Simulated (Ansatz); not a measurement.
# C₂H₈OSSi: up Jacob's ladder to CCSD(T), part 1 of 2

Aim: compute C₂H₈OSSi with functionals from several rungs and with coupled cluster, and see how far each lands from CCSD(T) at the basis-set limit for the atomisation energy.

Method: functionals in def2-TZVPP, the program's frozen cores in correlated methods; program: Ansatz 0.2.0, Gaussian basis.

The runs, in order: LDA (SPW92), PBE-D4, revPBE-D4, BLYP-D4, r2SCAN-D4, B97M-V, PBE0-D4, B3LYP-D4, r2SCANh-D4, r2SCAN0-D4, HSE06-D4, BHLYP-D4, CAM-B3LYP-D4, LC-ωPBE, ωB97X-V, ωB97M-V, B2PLYP, PBE-QIDH; CCSD(T)/def2-SVP; CCSD(T)/def2-TZVPP; MP2/def2-QZVPP; extrapolation to the limit; RPA on PBE.

### 1 The geometry

All runs share one geometry, relaxed beforehand with PBE0-D4 in a triple-zeta def2 set.

SMILES `CO[SiH2]SC`, 13 atoms, charge 0, spin multiplicity 1.

Atoms are counted from 1 here; the program's logs count them from 0.

Bond lengths: C1–O2 1.411 Å, C1–H6 1.095 Å, C1–H7 1.096 Å, C1–H8 1.091 Å, O2–Si3 1.640 Å, Si3–S4 2.121 Å, Si3–H9 1.481 Å, Si3–H10 1.487 Å, S4–C5 1.818 Å, C5–H11 1.089 Å, C5–H12 1.090 Å, C5–H13 1.089 Å. Angles: O2–C1–H6 111.4°, O2–C1–H7 111.3°, O2–C1–H8 108.1°, H6–C1–H7 108.5°, H6–C1–H8 108.9°, H7–C1–H8 108.6°, C1–O2–Si3 123.0°, O2–Si3–S4 113.3°, O2–Si3–H9 104.2°, O2–Si3–H10 111.6°, S4–Si3–H9 111.0°, S4–Si3–H10 104.2°, H9–Si3–H10 112.7°, Si3–S4–C5 99.4°, S4–C5–H11 106.9°, S4–C5–H12 110.8°, S4–C5–H13 111.1°, H11–C5–H12 109.0° and more.

### 2 LDA

This LDA is Slater exchange with PW92 correlation.

The input, in.yaml:

```yaml
crystal:
  periodic: [false, false, false]
  atoms:
    - {symbol: C, position_ang: [-1.458353, 0.763288, 1.352323]}
    - {symbol: O, position_ang: [-0.544066, 1.242139, 0.390507]}
    - {symbol: Si, position_ang: [1.019759, 0.752975, 0.322092]}
    - {symbol: S, position_ang: [1.233627, -1.331128, -0.005787]}
    - {symbol: C, position_ang: [0.502588, -1.445439, -1.666706]}
    - {symbol: H, position_ang: [-1.550720, -0.326977, 1.306581]}
    - {symbol: H, position_ang: [-1.152305, 1.044275, 2.366343]}
    - {symbol: H, position_ang: [-2.432348, 1.209717, 1.146496]}
    - {symbol: H, position_ang: [1.594771, 1.527685, -0.801510]}
    - {symbol: H, position_ang: [1.726423, 0.994330, 1.607778]}
    - {symbol: H, position_ang: [0.556310, -2.491527, -1.965809]}
    - {symbol: H, position_ang: [1.064961, -0.842865, -2.379678]}
    - {symbol: H, position_ang: [-0.540147, -1.131174, -1.657830]}
basis:
  gaussian: {orbitals: def2-TZVPP}
hamiltonian: {xc: lda}
output: {orbitals: {seedname: orbitals}}
```

Command:

```
$ ansatz run in.yaml --threads 2 --pin off --events-out ev --progress --plain --max-ram 32768MiB --backend cuda --devices 0, --max-vram 18GiB
```

Standard output (excerpt; [...] marks lines left out):

```text
Functional definition: SPW92
  name "SPW92"
  cite "Dirac, Proc. Camb. Phil. Soc. 26, 376 (1930) doi:10.1017/S0305004100016108"
  cite "Slater, Phys. Rev. 81, 385 (1951) doi:10.1103/PhysRev.81.385"
  cite "Perdew & Wang, Phys. Rev. B 45, 13244 (1992) doi:10.1103/PhysRevB.45.13244"
[...]
1555 factors; their error is unknown
[...]
mean field -22863.83473534 eV, -840.2304288599 hartree, gradient 4.9e-5 eV, S^2 0.000000; 0 other end points of the search recorded, 0 dependent functions left out
reference -22863.83477904 eV, -840.2304304659 hartree; 29, 29 occupied and 260, 260 virtual orbitals, 1555 factors
Total energy: -22863.83477904 eV, -840.2304304659 hartree
```

Wall time 9 s (1 × H100 (card shared with other runs) with 2 threads of AMD EPYC 7R13, shared host); peak host memory 0.81 GiB.

With the free atoms at this level, -22808.698 eV in sum, the atomisation energy is 55.137 eV. HOMO -5.97 eV, LUMO -0.73 eV.

### 3 PBE-D4 (GGA)

Edit in.yaml of step 2 so:

```diff
@@ -18,3 +18,3 @@
   gaussian: {orbitals: def2-TZVPP}
-hamiltonian: {xc: lda}
-output: {orbitals: {seedname: orbitals}}
+hamiltonian: {xc: pbe, dispersion: d4}
+output: {forces: true, orbitals: {seedname: orbitals}}
```

Launched as before.

Standard output (excerpt; [...] marks lines left out):

```text
Functional definition: PBE
  name "PBE"
  cite "Perdew, Burke & Ernzerhof, Phys. Rev. Lett. 77, 3865 (1996) doi:10.1103/PhysRevLett.77.3865"
  parent pbe
[...]
1555 factors; their error is unknown
[...]
mean field -22954.34097634 eV, -843.5564718695 hartree, gradient 3.6e-5 eV, S^2 0.000000; 0 other end points of the search recorded, 0 dependent functions left out
[...]
Atom 9 at     1.726423     0.994330     1.607778 Å, force     0.098274     0.018779     0.149340 eV/Å
Atom 10 at     0.556310    -2.491527    -1.965809 Å, force     0.007363    -0.210121    -0.065821 eV/Å
Atom 11 at     1.064961    -0.842865    -2.379678 Å, force     0.106734     0.121148    -0.154981 eV/Å
Atom 12 at    -0.540147    -1.131174    -1.657830 Å, force    -0.211579     0.059186    -0.012992 eV/Å
Dipole moment:    -0.228115    -0.054660    -0.089113 e Å
```

Run time: 10 s. Hardware: 1 × H100 (card shared with other runs) with 2 threads of AMD EPYC 7R13, shared host; peak host memory 0.82 GiB.

With the free atoms at this level, -22905.451 eV in sum, the atomisation energy is 49.187 eV. HOMO -5.85 eV, LUMO -0.52 eV.

### 4 revPBE-D4 (GGA)

Edit in.yaml of step 3 so:

```diff
@@ -18,3 +18,3 @@
   gaussian: {orbitals: def2-TZVPP}
-hamiltonian: {xc: pbe, dispersion: d4}
-output: {forces: true, orbitals: {seedname: orbitals}}
+hamiltonian: {xc: {name: revPBE}, dispersion: d4}
+output: {orbitals: {seedname: orbitals}}
```

The command is unchanged.

Standard output (excerpt; [...] marks lines left out):

```text
Functional definition: revPBE
  name "revPBE"
  cite "Zhang & Yang, Phys. Rev. Lett. 80, 890 (1998) doi:10.1103/PhysRevLett.80.890"
  cite "Perdew, Burke & Ernzerhof, Phys. Rev. Lett. 77, 3865 (1996) doi:10.1103/PhysRevLett.77.3865"
[...]
1555 factors; their error is unknown
[...]
mean field -22963.41485937 eV, -843.8899309202 hartree, gradient 5.0e-5 eV, S^2 0.000000; 0 other end points of the search recorded, 0 dependent functions left out
reference -22963.41491878 eV, -843.8899331036 hartree; 29, 29 occupied and 260, 260 virtual orbitals, 1555 factors
Total energy: -22964.29684655 eV, -843.9223433511 hartree
```

Run time: 11 s. Hardware: 1 × H100 (card shared with other runs) with 2 threads of AMD EPYC 7R13, shared host; peak host memory 0.81 GiB.

With the free atoms at this level, -22916.133 eV in sum, the atomisation energy is 48.163 eV. HOMO -5.80 eV, LUMO -0.42 eV.

### 5 BLYP-D4 (GGA)

Edit in.yaml of step 4 so:

```diff
@@ -18,3 +18,3 @@
   gaussian: {orbitals: def2-TZVPP}
-hamiltonian: {xc: {name: revPBE}, dispersion: d4}
+hamiltonian: {xc: {name: BLYP}, dispersion: d4}
 output: {orbitals: {seedname: orbitals}}
```

Same command.

Standard output (excerpt; [...] marks lines left out):

```text
Functional definition: BLYP
  name "BLYP"
  cite "Becke, Phys. Rev. A 38, 3098 (1988) doi:10.1103/PhysRevA.38.3098"
  cite "Lee, Yang & Parr, Phys. Rev. B 37, 785 (1988) doi:10.1103/PhysRevB.37.785"
[...]
1555 factors; their error is unknown
[...]
mean field -22966.56849889 eV, -844.0058250349 hartree, gradient 4.5e-5 eV, S^2 0.000000; 0 other end points of the search recorded, 0 dependent functions left out
reference -22966.56891296 eV, -844.0058402519 hartree; 29, 29 occupied and 260, 260 virtual orbitals, 1555 factors
Total energy: -22967.21534342 eV, -844.0295961330 hartree
```

Run time: 9.5 s. Hardware: 1 × H100 (card shared with other runs) with 2 threads of AMD EPYC 7R13, shared host; peak host memory 0.82 GiB.

Atomisation energy: 48.363 eV (free atoms -22918.852 eV, run apart). HOMO -5.68 eV, LUMO -0.40 eV.

### 6 r2SCAN-D4 (meta-GGA)

Edit in.yaml of step 5 so:

```diff
@@ -18,3 +18,3 @@
   gaussian: {orbitals: def2-TZVPP}
-hamiltonian: {xc: {name: BLYP}, dispersion: d4}
-output: {orbitals: {seedname: orbitals}}
+hamiltonian: {xc: r2scan, dispersion: d4}
+output: {forces: true, orbitals: {seedname: orbitals}}
```

The command is unchanged.

Standard output (excerpt; [...] marks lines left out):

```text
Functional definition: r2SCAN
  name "r2SCAN"
  cite "Furness, Kaplan, Ning, Perdew & Sun, J. Phys. Chem. Lett. 11, 8208 (2020) doi:10.1021/acs.jpclett.0c02405"
  cite "Furness, Kaplan, Ning, Perdew & Sun, J. Phys. Chem. Lett. 11, 9248 (2020) doi:10.1021/acs.jpclett.0c03077"
  parent r2scan
[...]
1555 factors; their error is unknown
[...]
Atom 9 at     1.726423     0.994330     1.607778 Å, force    -0.005365     0.001299    -0.019119 eV/Å
Atom 10 at     0.556310    -2.491527    -1.965809 Å, force    -0.005190     0.026166     0.004179 eV/Å
Atom 11 at     1.064961    -0.842865    -2.379678 Å, force    -0.013019    -0.011499     0.011036 eV/Å
Atom 12 at    -0.540147    -1.131174    -1.657830 Å, force     0.014072    -0.005360    -0.003734 eV/Å
Dipole moment:    -0.237548    -0.049505    -0.094704 e Å
```

Wall time 15 s (1 × H100 (card shared with other runs) with 2 threads of AMD EPYC 7R13, shared host); peak host memory 0.84 GiB.

With the free atoms at this level, -22916.038 eV in sum, the atomisation energy is 48.729 eV. HOMO -6.10 eV, LUMO -0.18 eV.

### 7 B97M-V (meta-GGA)

Edit in.yaml of step 6 so:

```diff
@@ -18,3 +18,3 @@
   gaussian: {orbitals: def2-TZVPP}
-hamiltonian: {xc: r2scan, dispersion: d4}
-output: {forces: true, orbitals: {seedname: orbitals}}
+hamiltonian: {xc: {name: B97M-V}}
+output: {orbitals: {seedname: orbitals}}
```

Same command.

Standard output (excerpt; [...] marks lines left out):

```text
Functional definition: B97M-V
  name "B97M-V"
  cite "Mardirossian & Head-Gordon, J. Chem. Phys. 142, 074111 (2015) doi:10.1063/1.4907719"
  cite "Becke, J. Chem. Phys. 107, 8554 (1997) doi:10.1063/1.475007"
  cite "Vydrov & Van Voorhis, J. Chem. Phys. 133, 244103 (2010) doi:10.1063/1.3521275"
  # Of w^i u^j: cxij and so on, Table III.
[...]
  gx(w, u) = cx00 + cx01*u + cx02*u^2 + (cx10 + cx11*u)*w
[...]
  gos(w, u) = cos00 + cos01*u + cos03*u^3 + cos10*w + cos32*w^3*u^2
[...]
      + integral(e_c_pw_mod_opposite_spin*gos(b97_w_opposite, b97_u_opposite)) + vv10(b, c)
1555 factors; their error is unknown
[...]
mean field -22963.20657834 eV, -843.8822767334 hartree, gradient 3.4e-5 eV, S^2 0.000000; 0 other end points of the search recorded, 0 dependent functions left out
reference -22963.20664640 eV, -843.8822792347 hartree; 29, 29 occupied and 260, 260 virtual orbitals, 1555 factors
Total energy: -22963.20664640 eV, -843.8822792347 hartree
```

It took 14 s on 1 × H100 (card shared with other runs) with 2 threads of AMD EPYC 7R13, shared host; peak host memory 0.89 GiB.

Atomisation energy: 48.797 eV (free atoms -22914.410 eV, run apart). HOMO -6.24 eV, LUMO -0.34 eV.

### 8 PBE0-D4 (hybrid)

Edit in.yaml of step 7 so:

```diff
@@ -18,3 +18,3 @@
   gaussian: {orbitals: def2-TZVPP}
-hamiltonian: {xc: {name: B97M-V}}
+hamiltonian: {xc: pbe0, dispersion: d4}
 output: {orbitals: {seedname: orbitals}}
```

Its log isn't repeated here (it stands with the study of this molecule's fields); it ends on a total energy of -22956.745454 eV.

With the free atoms at this level, -22908.201 eV in sum, the atomisation energy is 48.544 eV. HOMO -7.06 eV, LUMO 0.41 eV.

### 9 B3LYP-D4 (hybrid)

B3LYP here takes the VWN-RPA correlation.

Edit in.yaml of step 8 so:

```diff
@@ -18,3 +18,3 @@
   gaussian: {orbitals: def2-TZVPP}
-hamiltonian: {xc: pbe0, dispersion: d4}
-output: {orbitals: {seedname: orbitals}}
+hamiltonian: {xc: {name: B3LYP}, dispersion: d4}
+output: {forces: true, orbitals: {seedname: orbitals}}
```

Launched as before.

Standard output (excerpt; [...] marks lines left out):

```text
Functional definition: B3LYP
  name "B3LYP"
  cite "Stephens, Devlin, Chabalowski & Frisch, J. Phys. Chem. 98, 11623 (1994) doi:10.1021/j100096a001"
  cite "Becke, Phys. Rev. A 38, 3098 (1988) doi:10.1103/PhysRevA.38.3098"
  cite "Lee, Yang & Parr, Phys. Rev. B 37, 785 (1988) doi:10.1103/PhysRevB.37.785"
  cite "Vosko, Wilk & Nusair, Can. J. Phys. 58, 1200 (1980) doi:10.1139/p80-159"
[...]
1570 factors; their error is unknown
[...]
Atom 9 at     1.726423     0.994330     1.607778 Å, force    -0.045385    -0.002596    -0.080964 eV/Å
Atom 10 at     0.556310    -2.491527    -1.965809 Å, force    -0.014192     0.066628    -0.003721 eV/Å
Atom 11 at     1.064961    -0.842865    -2.379678 Å, force    -0.048026    -0.039611     0.025921 eV/Å
Atom 12 at    -0.540147    -1.131174    -1.657830 Å, force     0.061774    -0.023167    -0.023516 eV/Å
Dipole moment:    -0.224243    -0.052460    -0.074578 e Å
```

Wall time 11 s (1 × H100 (card shared with other runs) with 2 threads of AMD EPYC 7R13, shared host); peak host memory 0.84 GiB.

With the free atoms at this level, -22921.700 eV in sum, the atomisation energy is 48.583 eV. HOMO -6.81 eV, LUMO 0.17 eV.

### 10 r2SCANh-D4 (hybrid)

Edit in.yaml of step 9 so:

```diff
@@ -18,3 +18,3 @@
   gaussian: {orbitals: def2-TZVPP}
-hamiltonian: {xc: {name: B3LYP}, dispersion: d4}
-output: {forces: true, orbitals: {seedname: orbitals}}
+hamiltonian: {xc: {name: r2SCANh}, dispersion: d4}
+output: {orbitals: {seedname: orbitals}}
```

Same command.

Standard output (excerpt; [...] marks lines left out):

```text
Functional definition: r2SCANh
  name "r2SCANh"
  cite "Bursch, Neugebauer, Ehlert & Grimme, J. Chem. Phys. 156, 134105 (2022) doi:10.1063/5.0086040"
  cite "Furness, Kaplan, Ning, Perdew & Sun, J. Phys. Chem. Lett. 11, 8208 (2020) doi:10.1021/acs.jpclett.0c02405"
  cite "Furness, Kaplan, Ning, Perdew & Sun, J. Phys. Chem. Lett. 11, 9248 (2020) doi:10.1021/acs.jpclett.0c03077"
  parent r2scan
[...]
1555 factors; their error is unknown
[...]
mean field -22964.40747895 eV, -843.9264090170 hartree, gradient 7.4e-5 eV, S^2 0.000000; 0 other end points of the search recorded, 0 dependent functions left out
reference -22964.40749159 eV, -843.9264094813 hartree; 29, 29 occupied and 260, 260 virtual orbitals, 1555 factors
Total energy: -22964.48770056 eV, -843.9293571068 hartree
```

Wall time 11 s (1 × H100 (card shared with other runs) with 2 threads of AMD EPYC 7R13, shared host); peak host memory 0.85 GiB.

Atomisation energy: 48.479 eV (free atoms -22916.008 eV, run apart). HOMO -6.55 eV, LUMO 0.16 eV.

### 11 r2SCAN0-D4 (hybrid)

Edit in.yaml of step 10 so:

```diff
@@ -18,3 +18,3 @@
   gaussian: {orbitals: def2-TZVPP}
-hamiltonian: {xc: {name: r2SCANh}, dispersion: d4}
+hamiltonian: {xc: {name: r2SCAN0}, dispersion: d4}
 output: {orbitals: {seedname: orbitals}}
```

The command is unchanged.

Standard output (excerpt; [...] marks lines left out):

```text
Functional definition: r2SCAN0
  name "r2SCAN0"
  cite "Bursch, Neugebauer, Ehlert & Grimme, J. Chem. Phys. 156, 134105 (2022) doi:10.1063/5.0086040"
  cite "Furness, Kaplan, Ning, Perdew & Sun, J. Phys. Chem. Lett. 11, 8208 (2020) doi:10.1021/acs.jpclett.0c02405"
  cite "Furness, Kaplan, Ning, Perdew & Sun, J. Phys. Chem. Lett. 11, 9248 (2020) doi:10.1021/acs.jpclett.0c03077"
  parent r2scan
[...]
1589 factors; their error is unknown
[...]
mean field -22964.01591391 eV, -843.9120192671 hartree, gradient 4.6e-5 eV, S^2 0.000000; 0 other end points of the search recorded, 0 dependent functions left out
reference -22964.01592485 eV, -843.9120196694 hartree; 29, 29 occupied and 260, 260 virtual orbitals, 1589 factors
Total energy: -22964.10446422 eV, -843.9152734310 hartree
```

Run time: 11 s. Hardware: 1 × H100 (card shared with other runs) with 2 threads of AMD EPYC 7R13, shared host; peak host memory 0.85 GiB.

With the free atoms at this level, -22915.978 eV in sum, the atomisation energy is 48.126 eV. HOMO -7.23 eV, LUMO 0.63 eV.

### 12 HSE06-D4 (hybrid)

HSE06 is the plane-wave form, built on full-range PBE exchange.

Edit in.yaml of step 11 so:

```diff
@@ -18,3 +18,3 @@
   gaussian: {orbitals: def2-TZVPP}
-hamiltonian: {xc: {name: r2SCAN0}, dispersion: d4}
+hamiltonian: {xc: hse06, dispersion: d4}
 output: {orbitals: {seedname: orbitals}}
```

Same command.

Standard output (excerpt; [...] marks lines left out):

```text
Functional definition: HSE06
  name "HSE06"
  cite "Heyd, Scuseria & Ernzerhof, J. Chem. Phys. 118, 8207 (2003) doi:10.1063/1.1564060"
  cite "Krukau, Vydrov, Izmaylov & Scuseria, J. Chem. Phys. 125, 224106 (2006) doi:10.1063/1.2404663"
  cite "Heyd & Scuseria, J. Chem. Phys. 120, 7274 (2004) doi:10.1063/1.1668634"
  cite "Ernzerhof & Perdew, J. Chem. Phys. 109, 3313 (1998) doi:10.1063/1.476928"
[...]
1589 factors; their error is unknown
130 factors; integrals over basis functions are off by at most 3.5e-7 eV
[...]
mean field -22955.87749607 eV, -843.6129379279 hartree, gradient 7.3e-5 eV, S^2 0.000000; 0 other end points of the search recorded, 0 dependent functions left out
reference -22955.87754250 eV, -843.6129396341 hartree; 29, 29 occupied and 260, 260 virtual orbitals, 1589 factors
Total energy: -22956.11390376 eV, -843.6216257504 hartree
```

Run time: 13 s. Hardware: 1 × H100 (card shared with other runs) with 2 threads of AMD EPYC 7R13, shared host; peak host memory 0.83 GiB.

With the free atoms at this level, -22907.538 eV in sum, the atomisation energy is 48.576 eV. HOMO -6.66 eV, LUMO 0.03 eV.

### 13 BHLYP-D4 (hybrid)

Edit in.yaml of step 12 so:

```diff
@@ -18,3 +18,3 @@
   gaussian: {orbitals: def2-TZVPP}
-hamiltonian: {xc: hse06, dispersion: d4}
+hamiltonian: {xc: {name: BHLYP}, dispersion: d4}
 output: {orbitals: {seedname: orbitals}}
```

The command is unchanged.

Standard output (excerpt; [...] marks lines left out):

```text
Functional definition: BHLYP
  name "BHLYP"
  cite "Becke, J. Chem. Phys. 98, 1372 (1993) doi:10.1063/1.464304"
  cite "Becke, Phys. Rev. A 38, 3098 (1988) doi:10.1103/PhysRevA.38.3098"
  cite "Lee, Yang & Parr, Phys. Rev. B 37, 785 (1988) doi:10.1103/PhysRevB.37.785"
[...]
1736 factors; their error is unknown
[...]
mean field -22966.10797731 eV, -843.9889011789 hartree, gradient 7.4e-5 eV, S^2 0.000000; 0 other end points of the search recorded, 0 dependent functions left out
reference -22966.10818146 eV, -843.9889086815 hartree; 29, 29 occupied and 260, 260 virtual orbitals, 1736 factors
Total energy: -22966.47648058 eV, -844.0024434245 hartree
```

It took 13 s on 1 × H100 (card shared with other runs) with 2 threads of AMD EPYC 7R13, shared host; peak host memory 0.83 GiB.

Atomisation energy: 47.442 eV (free atoms -22919.034 eV, run apart). HOMO -8.13 eV, LUMO 1.30 eV.

### 14 CAM-B3LYP-D4 (range-separated)

Edit in.yaml of step 13 so:

```diff
@@ -18,3 +18,3 @@
   gaussian: {orbitals: def2-TZVPP}
-hamiltonian: {xc: {name: BHLYP}, dispersion: d4}
+hamiltonian: {xc: {name: CAM-B3LYP}, dispersion: d4}
 output: {orbitals: {seedname: orbitals}}
```

Launched as before.

Standard output (excerpt; [...] marks lines left out):

```text
Functional definition: CAM-B3LYP
  name "CAM-B3LYP"
  cite "Yanai, Tew & Handy, Chem. Phys. Lett. 393, 51 (2004) doi:10.1016/j.cplett.2004.06.011"
  cite "Iikura, Tsuneda, Yanai & Hirao, J. Chem. Phys. 115, 3540 (2001) doi:10.1063/1.1383587"
  cite "Becke, Phys. Rev. A 38, 3098 (1988) doi:10.1103/PhysRevA.38.3098"
  cite "Lee, Yang & Parr, Phys. Rev. B 37, 785 (1988) doi:10.1103/PhysRevB.37.785"
[...]
  # Exact exchange under (alpha + beta erf(omega r))/r, Becke's under what is left of 1/r.
[...]
1570 factors; their error is unknown
384 factors; integrals over basis functions are off by at most 9.7e-6 eV
[...]
mean field -22967.06780988 eV, -844.0241743752 hartree, gradient 8.1e-5 eV, S^2 0.000000; 0 other end points of the search recorded, 0 dependent functions left out
reference -22967.06795835 eV, -844.0241798314 hartree; 29, 29 occupied and 260, 260 virtual orbitals, 1570 factors
Total energy: -22967.32572477 eV, -844.0336525726 hartree
```

Run time: 8.5 s. Hardware: 1 × H100 (card shared with other runs) with 2 threads of AMD EPYC 7R13, shared host; peak host memory 0.82 GiB.

Atomisation energy: 48.769 eV (free atoms -22918.557 eV, run apart). HOMO -8.37 eV, LUMO 1.42 eV.

### 15 LC-ωPBE (range-separated)

Edit in.yaml of step 14 so:

```diff
@@ -18,3 +18,3 @@
   gaussian: {orbitals: def2-TZVPP}
-hamiltonian: {xc: {name: CAM-B3LYP}, dispersion: d4}
+hamiltonian: {xc: {name: LC-wPBE}}
 output: {orbitals: {seedname: orbitals}}
```

Same command.

Standard output (excerpt; [...] marks lines left out):

```text
Functional definition: LC-wPBE
  name "LC-wPBE"
  cite "Vydrov & Scuseria, J. Chem. Phys. 125, 234109 (2006) doi:10.1063/1.2409292"
  cite "Heyd & Scuseria, J. Chem. Phys. 120, 7274 (2004) doi:10.1063/1.1668634"
  cite "Ernzerhof & Perdew, J. Chem. Phys. 109, 3313 (1998) doi:10.1063/1.476928"
  cite "Perdew, Burke & Ernzerhof, Phys. Rev. Lett. 77, 3865 (1996) doi:10.1103/PhysRevLett.77.3865"
  parent pbe
[...]
1555 factors; their error is unknown
499 factors; integrals over basis functions are off by at most 2.4e-5 eV
[...]
mean field -22960.50875197 eV, -843.7831334431 hartree, gradient 3.6e-5 eV, S^2 0.000000; 0 other end points of the search recorded, 0 dependent functions left out
reference -22960.50875198 eV, -843.7831334434 hartree; 29, 29 occupied and 260, 260 virtual orbitals, 1555 factors
Total energy: -22960.50875198 eV, -843.7831334434 hartree
```

Wall time 8.5 s (1 × H100 (card shared with other runs) with 2 threads of AMD EPYC 7R13, shared host); peak host memory 0.84 GiB.

Atomisation energy: 48.229 eV (free atoms -22912.280 eV, run apart). HOMO -9.77 eV, LUMO 2.64 eV.

### 16 ωB97X-V (range-separated)

Edit in.yaml of step 15 so:

```diff
@@ -18,3 +18,3 @@
   gaussian: {orbitals: def2-TZVPP}
-hamiltonian: {xc: {name: LC-wPBE}}
+hamiltonian: {xc: {name: wB97X-V}}
 output: {orbitals: {seedname: orbitals}}
```

Same command.

Standard output (excerpt; [...] marks lines left out):

```text
Functional definition: wB97X-V
  name "wB97X-V"
  cite "Mardirossian & Head-Gordon, Phys. Chem. Chem. Phys. 16, 9904 (2014) doi:10.1039/C3CP54374A"
  cite "Becke, J. Chem. Phys. 107, 8554 (1997) doi:10.1063/1.475007"
  cite "Vydrov & Van Voorhis, J. Chem. Phys. 133, 244103 (2010) doi:10.1063/1.3521275"
[...]
      + integral(e_c_pw_opposite_spin*poly(b97_u_opposite, cos0, cos1)) + vv10(b, c)
1565 factors; their error is unknown
370 factors; integrals over basis functions are off by at most 9.8e-6 eV
[...]
mean field -22964.40404621 eV, -843.9262828662 hartree, gradient 6.1e-5 eV, S^2 0.000000; 0 other end points of the search recorded, 0 dependent functions left out
reference -22964.40404394 eV, -843.9262827827 hartree; 29, 29 occupied and 260, 260 virtual orbitals, 1565 factors
Total energy: -22964.40404394 eV, -843.9262827827 hartree
```

It took 16 s on 1 × H100 (card shared with other runs) with 2 threads of AMD EPYC 7R13, shared host; peak host memory 0.89 GiB.

Atomisation energy: 48.844 eV (free atoms -22915.560 eV, run apart). HOMO -9.42 eV, LUMO 2.46 eV.

(Continued in part 2 of 2.)
